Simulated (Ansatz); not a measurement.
**C2H8AlN: up Jacob's ladder to CCSD(T)**

One table from this session's results is given with a row withheld; the runs are named, their logs left out.

Method: functionals in def2-TZVPP, the program's frozen cores in correlated methods; program: Ansatz 0.2.0, Gaussian basis.

Plan: LDA (SPW92), PBE-D4, revPBE-D4, BLYP-D4, r2SCAN-D4, B97M-V, PBE0-D4, B3LYP-D4, r2SCANh-D4, r2SCAN0-D4, HSE06-D4, BHLYP-D4, CAM-B3LYP-D4, LC-ωPBE, ωB97X-V, ωB97M-V, B2PLYP, PBE-QIDH; CCSD(T)/def2-SVP; CCSD(T)/def2-TZVPP; MP2/def2-QZVPP; extrapolation to the limit; RPA on PBE.

### The relaxed structure

The geometry comes from an earlier relaxation with PBE0-D4 in a triple-zeta def2 set; it is a stationary point, not always the lowest conformer.

12 atoms, charge 0, spin multiplicity 1.

Atoms are counted from 1 here; the program's logs count them from 0.

Bond lengths: C1–C2 1.504 Å, C1–H5 1.092 Å, C1–H6 1.099 Å, C1–H7 1.095 Å, C2–N3 1.528 Å, C2–Al4 1.958 Å, C2–H8 1.090 Å, N3–Al4 1.999 Å, N3–H9 1.011 Å, N3–H10 1.012 Å, Al4–H11 1.591 Å, Al4–H12 1.589 Å. Angles: C2–C1–H5 109.7°, C2–C1–H6 113.0°, C2–C1–H7 111.7°, H5–C1–H6 107.6°, H5–C1–H7 106.6°, H6–C1–H7 107.9°, C1–C2–N3 112.2°, C1–C2–Al4 126.5°, C1–C2–H8 112.0°, N3–C2–Al4 68.7°, N3–C2–H8 108.0°, Al4–C2–H8 118.2°, C2–N3–Al4 65.9°, C2–N3–H9 114.5°, C2–N3–H10 112.7°, Al4–N3–H9 125.1°, Al4–N3–H10 121.1°, H9–N3–H10 109.2° and more.

Set-up of the first run:

in.yaml reads:

```yaml
crystal:
  periodic: [false, false, false]
  atoms:
    - {symbol: C, position_ang: [-1.137196, 1.016965, 0.227211]}
    - {symbol: C, position_ang: [0.127314, 0.452051, -0.360497]}
    - {symbol: N, position_ang: [0.958652, -0.304564, 0.674976]}
    - {symbol: Al, position_ang: [0.430627, -1.402538, -0.909856]}
    - {symbol: H, position_ang: [-1.726885, 1.495804, -0.557626]}
    - {symbol: H, position_ang: [-0.949907, 1.768310, 1.006888]}
    - {symbol: H, position_ang: [-1.767564, 0.232843, 0.658931]}
    - {symbol: H, position_ang: [0.757516, 1.227024, -0.795900]}
    - {symbol: H, position_ang: [1.879934, 0.079452, 0.834576]}
    - {symbol: H, position_ang: [0.481105, -0.403698, 1.561837]}
    - {symbol: H, position_ang: [-0.660978, -2.476985, -0.480568]}
    - {symbol: H, position_ang: [1.684579, -1.740061, -1.826074]}
basis:
  gaussian: {orbitals: def2-TZVPP}
hamiltonian: {xc: lda}
output: {orbitals: {seedname: orbitals}}
```

Launch:

```console
$ ansatz run in.yaml --threads 2 --pin off --events-out ev --progress --plain --max-ram 4352MiB
```

Steps of the session up to this table: LDA; PBE-D4 (GGA); revPBE-D4 (GGA); BLYP-D4 (GGA); r2SCAN-D4 (meta-GGA); B97M-V (meta-GGA); PBE0-D4 (hybrid); B3LYP-D4 (hybrid); r2SCANh-D4 (hybrid); r2SCAN0-D4 (hybrid); HSE06-D4 (hybrid); BHLYP-D4 (hybrid); CAM-B3LYP-D4 (range-separated); LC-ωPBE (range-separated); ωB97X-V (range-separated); ωB97M-V (range-separated); B2PLYP (double hybrid); PBE-QIDH (double hybrid).

One table of the session follows, with a row left open; its other results are not shown here.

It belongs to the step «Orbital energies across the functionals». 

```
  functional  HOMO (eV)  gap (eV)
 LDA (SPW92)      -5.42      4.58
      PBE-D4      -5.32      4.64
   revPBE-D4      -5.27      4.67
     BLYP-D4      -5.21      4.58
   r2SCAN-D4      -5.52      5.31
      B97M-V      -5.65      5.10
     PBE0-D4      -6.51      6.60
    B3LYP-D4      -6.33      6.16
  r2SCANh-D4          ?         ?
  r2SCAN0-D4      -6.66      7.03
    HSE06-D4      -6.11      5.84
    BHLYP-D4      -7.66      8.42
CAM-B3LYP-D4      -7.88      8.80
     LC-ωPBE      -9.21     11.28
     ωB97X-V      -8.88     10.78
     ωB97M-V      -8.75     10.28
```

Estimate the missing values for r2SCANh-D4.

Worked estimate for «HOMO (eV)». Against the share of exact exchange, r2SCAN-D4 (0, -5.52), r2SCAN0-D4 (0.25, -6.66) give a slope of -4.56 per unit share; at 0.1 the line stands at -5.98.

As computed: HOMO (eV): -5.97; gap (eV): 6.00. In «HOMO (eV)» the line misses by -0.01.
